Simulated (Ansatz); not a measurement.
Working through a band structure of LiSb3, space group Pm-3m

Computed with the Ansatz DFT code, driven from Python.

The cells in order, each with its output:

In [1]:
```python
import warnings

import ansatz
import numpy as np
import pandas as pd
```

In [2]:
```python
warnings.simplefilter("ignore", ansatz.DeckWarning)
```

In [3]:
```python
lattice = ansatz.Lattice.of(
    [4.68102, 0.0, 0.0],
    [0.0, 4.68102, 0.0],
    [0.0, 0.0, 4.68102],
)
sites = [
    ("Li", [0.0, 0.0, 0.0]),
    ("Sb", [0.5, 0.0, 0.5]),
    ("Sb", [0.0, 0.5, 0.5]),
    ("Sb", [0.5, 0.5, 0.0]),
]
xtal = ansatz.Crystal(lattice=lattice)
for symbol, position in sites:
    xtal = xtal.atom(symbol, position)
```

In [4]:
```python
xtal.resolved().sites[-1]
```
Out [4]:
```text
Site(symbol='Sb', position=(0.5, 0.5, 0.0), moment=None, axis=None, held=None, saved=None)
```

In [5]:
```python
# vertices of the path, as fractions of the reciprocal vectors
path = [
    ("G", (0.0, 0.0, 0.0)),
    ("X", (0.0, 0.5, 0.0)),
    ("M", (0.5, 0.5, 0.0)),
    ("G", (0.0, 0.0, 0.0)),
    ("R", (0.5, 0.5, 0.5)),
]
job = (
    xtal.calculation()
    .functional(ansatz.Functional.PBE)
    .pseudopotentials("paw")
    .basis(41 * ansatz.Ry)
    .kpoints(mesh=(4, 4, 4))
    .occupations("fermi_dirac", width=0.1)
    .scf(tolerance=1e-08)
    .band_structure([point for _, point in path], intervals=4)  # levels along the path at the converged density
    .scf(extra_bands=10)
    .forces()
)
planned = job.session().plan(threads=1)
facts = planned.describe()
print("plan:", facts["n_bands"], "bands,", len(facts["kpoints_frac"]), "k-points, plane waves", facts["n_pw_range"], "grid", facts["fft_dense"])
out = planned.execute()
data = out.report
```
```text
plan: 34 bands, 10 k-points, plane waves [3040, 3112] grid [40, 40, 40]
```

In [6]:
```python
data["free_energy_ev"]
```
Out [6]:
```text
-19658.299623053004
```

In [7]:
```python
type(out).__name__, type(data).__name__
```
Out [7]:
```text
('RunOutcome', 'dict')
```

In [8]:
```python
for key in ("converged", "n_iterations", "n_electrons", "n_kpoints", "n_pw", "n_symmetry_ops", "free_energy_ev", "fermi_energy_ev"):
    print(f"{key:18s} {data[key]}")

# forces in eV per angstrom
table = pd.DataFrame(data["forces_ev_ang"], columns=["fx", "fy", "fz"])
table.insert(0, "atom", [site["symbol"] for site in data["lattice"]["sites"]])
table.round(4)
```
```text
converged          True
n_iterations       9
n_electrons        48.0
n_kpoints          10
n_pw               3071
n_symmetry_ops     48
free_energy_ev     -19658.299623053004
fermi_energy_ev    9.328978116512515
```
Out [8]:
```text
  atom   fx   fy   fz
0   Li -0.0  0.0  0.0
1   Sb  0.0 -0.0  0.0
2   Sb  0.0  0.0  0.0
3   Sb  0.0 -0.0  0.0
```

In [9]:
```python
bands = out.band_structure()
fermi = bands.fermi_energy_ev
print(f"zero of the bands: {fermi:.3f} eV, the Fermi level found on the SCF mesh")
for spin, channel in enumerate(bands.channels):
    levels = channel.eigenvalues_ev - fermi
    crossing = [b for b in range(levels.shape[1]) if levels[:, b].min() < 0 < levels[:, b].max()]
    print(f"channel {spin}: bands that cross the Fermi level on this path:", [b + 1 for b in crossing] or "none")
    shown = crossing or sorted(np.argsort(np.abs(levels).min(axis=0))[:2])
    for k, row in zip(bands.kpoints_frac, levels[:, shown]):
        print(f"{k[0]:7.3f} {k[1]:7.3f} {k[2]:7.3f}  ", " ".join(f"{e:8.3f}" for e in row))
```
```text
zero of the bands: 9.329 eV, the Fermi level found on the SCF mesh
channel 0: bands that cross the Fermi level on this path: [23, 24, 25, 26]
  0.000   0.000   0.000      0.928    0.966    0.966    0.966
  0.000   0.125   0.000      0.592    0.704    0.704    1.196
  0.000   0.250   0.000     -0.105   -0.066   -0.066    1.184
  0.000   0.375   0.000     -0.943   -0.943   -0.656    0.186
  0.000   0.500   0.000     -1.401   -1.085   -0.860   -0.564
  0.125   0.500   0.000     -1.339   -0.959   -0.119    0.432
  0.250   0.500   0.000     -1.173   -0.883    0.207    1.004
  0.375   0.500   0.000     -0.977   -0.803   -0.403   -0.092
  0.500   0.500   0.000     -0.884   -0.884   -0.769   -0.769
  0.375   0.375   0.000     -0.771   -0.693   -0.188    0.097
  0.250   0.250   0.000     -1.414   -0.156    0.836    0.974
  0.125   0.125   0.000     -0.191    0.561    0.911    1.458
  0.000   0.000   0.000      0.928    0.966    0.966    0.966
  0.125   0.125   0.125     -0.251   -0.251    0.968    1.306
  0.250   0.250   0.250     -1.568   -0.223   -0.223    2.274
  0.375   0.375   0.375     -3.744    1.251    2.436    2.436
  0.500   0.500   0.500     -4.512    0.623    4.052    4.052
```

Reading the output:
- Total energies depend on the potentials; only differences at equal settings carry meaning. A total without «per atom» is that of the cell as typed.
- The computed bands are complete only to about 5.7 eV above the Fermi level.
- The mesh is modest for a metal, so energies can be off by several to tens of meV an atom and pressures by half a GPa or more; differences at equal mesh fare better.
- An absolute Fermi energy rests on an arbitrary zero of the periodic potential and has no direct meaning.
- This cell is a computed structure, which may not be the phase found in nature.
- Gaps and levels are Kohn-Sham values on a finite set of k-points, without spin-orbit coupling.
- It ran for 7.1 s on 1 thread of Arm Neoverse V1, on a shared host, peak memory 0.48 GiB.
